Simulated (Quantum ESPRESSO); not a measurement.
Hf3F in Quantum ESPRESSO: the effect of dispersion

The system is Hf3F.

```
Hf F
1.0
     3.01827    0.00000    0.00000
     0.00000    4.21978    0.00000
     0.00000    0.00000    5.91486
Hf F
3 1
Direct
  0.00000 0.00000 0.50000
  0.50000 0.50000 0.75392
  0.50000 0.50000 0.24608
  0.00000 0.00000 0.00000
```

The cell was built by a generator and needn't be a form met in nature.

Alike in all runs:

| Property | Result |
| --- | --- |
| Program | Quantum ESPRESSO 7.5 |
| Task | phonons |
| Functional | PBE |
| Potentials or basis | GBRV 1.5 PBE |
| Cutoff | 612 eV |
| Density cutoff | 4898 eV |
| k mesh | 4 × 2 × 2, shifted |
| Occupations | fermi-dirac, width 0.05 eV |
| Spin | no spin polarisation |

Each run relaxes the cell or the atoms first.

```tsv
dispersion	relaxed volume (Å³/atom)	highest phonon frequency (cm⁻¹)
none	19.46	172
D2	18.27	171
D3(BJ) two-body	?	?
```

Q: What does the run with dispersion D3(BJ) two-body give?

A: Relaxed volume 18.88 Å³/atom; highest phonon frequency 176 cm⁻¹.

Caveats: all runs use coarse meshes; the mesh is thin for the phonons of a metal; some modes are imaginary; an odd number of electrons without spin polarisation forces a metal; a magnetic or distorted state may lie lower; pairwise dispersion overbinds metals, which lowers pressure and volume (some runs).
